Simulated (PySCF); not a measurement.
# GeH4S (Ge(SH)H3) at BP86/6-31G(d,p) (spherical functions)

Aim: the vertical ionisation energy of GeH4S (Ge(SH)H3) at BP86/6-31G** (spherical functions), from 2 runs. 

The calculation is run with PySCF 2.14.0.

## (1) The molecule

The species is GeH4S (6 atoms), meant as a singlet with charge 0. As SMILES, `[H][Ge]([H])([H])[SH]`. Geometry: a GFN2-xTB relaxation, a rough one for these elements and not checked as a minimum.

Bond lengths: Ge1–S2 2.194 Å, S2–H3 1.327 Å, Ge1–H4 1.492 Å, Ge1–H5 1.501 Å, Ge1–H6 1.501 Å. Angles: Ge1–S2–H3 94.3°, S2–Ge1–H4 107.2°, S2–Ge1–H5 110.9°, S2–Ge1–H6 110.5°, H4–Ge1–H5 109.9°, H4–Ge1–H6 109.6°, H5–Ge1–H6 108.7°.

## (2) The energy at BP86/6-31G(d,p) (spherical functions)

Input file calc.py:

```python
from pyscf import gto, dft

mol = gto.M(
    atom='''
Ge     0.380043    -0.020371    -0.950665
S      0.492160     0.040629     3.193940
H     -2.001957     0.101951     3.450753
H      3.050018    -0.044050    -1.856410
H     -0.960775     2.266008    -1.962159
H     -0.959508    -2.344186    -1.875459
''',
    spin=0,
    max_memory=1860,
    unit='bohr',
    basis='6-31g**',
    verbose=3,
)

mf = dft.RKS(mol)
mf.xc = 'bp86'
mf.conv_tol = 1e-10
mf.grids.level = 4
mf.kernel()
if not mf.converged:
    mf = mf.newton().run(mf.mo_coeff, mf.mo_occ)

energy = mf.e_tot
print('E(%s) = %.9f' % ('BP86', energy))
```

Launch:

```console
$ OMP_NUM_THREADS=1 python calc.py
```

Standard output:

```text
converged SCF energy = -2477.61340776276
E(BP86) = -2477.613407763
```

Run time: 7.2 s. Hardware: 1 thread of Arm Neoverse V2, shared host; peak memory 0.36 GiB.

## (3) The doublet cation, same level

Input file input.xyz:

```xyz
6

Ge     0.201110    -0.010780    -0.503070
S      0.260440     0.021500     1.690160
H     -1.059390     0.053950     1.826060
H      1.614000    -0.023310    -0.982370
H     -0.508420     1.199120    -1.038330
H     -0.507750    -1.240490    -0.992450
```

Input file calc.py:

```python
from pyscf import gto, dft

mol = gto.M(
    atom='input.xyz',
    basis='6-31g**',
    verbose=3,
    charge=1,
    spin=1,
    max_memory=1860,
)

mf = dft.UKS(mol)
mf.xc = 'bp86'
mf.grids.level = 4
mf.conv_tol = 1e-10
mf.kernel()
if not mf.converged:
    mf = mf.newton().run(mf.mo_coeff, mf.mo_occ)

energy = mf.e_tot
print(f'total energy: {energy:.8f} hartree')
```

Launch:

```console
$ OMP_NUM_THREADS=1 python calc.py
```

Standard output:

```text
WARN: HOMO -0.285075594976025 >= LUMO -0.285075594976024

converged SCF energy = -2477.26185062466  <S^2> = 0.75291336  2S+1 = 2.0029112
total energy: -2477.26185062 hartree
```

It took 12 s on 1 thread of Arm Neoverse V2, shared host; peak memory 0.37 GiB.

## (4) Summary of results

Level: BP86/6-31G** (spherical functions).

| quantity | value |
| --- | --- |
| singlet GeH4S: total energy | -2477.61341 Eh |
| singlet GeH4S: dipole moment | 1.45 D |
| singlet GeH4S: HOMO energy | -6.06 eV |
| singlet GeH4S: LUMO energy | -0.78 eV |
| singlet GeH4S: HOMO–LUMO gap | 5.28 eV |
| doublet cation: total energy | -2477.26185 Eh |
| doublet cation: HOMO energy (highest over α and β) | -14.17 eV |
| doublet cation: LUMO energy (lowest over α and β) | -12.95 eV |
| doublet cation: ⟨S²⟩ | 0.753 |
| vertical ionisation energy (to the doublet cation) | 9.566 eV |

The vertical ionisation energy comes to 9.57 eV (221 kcal/mol). −ε(HOMO) before ionisation, 6.06 eV, is 3.50 eV below this ionisation energy. Mulliken charges (doublet cation) run from -0.01 on Ge1 to +0.40 on S2.
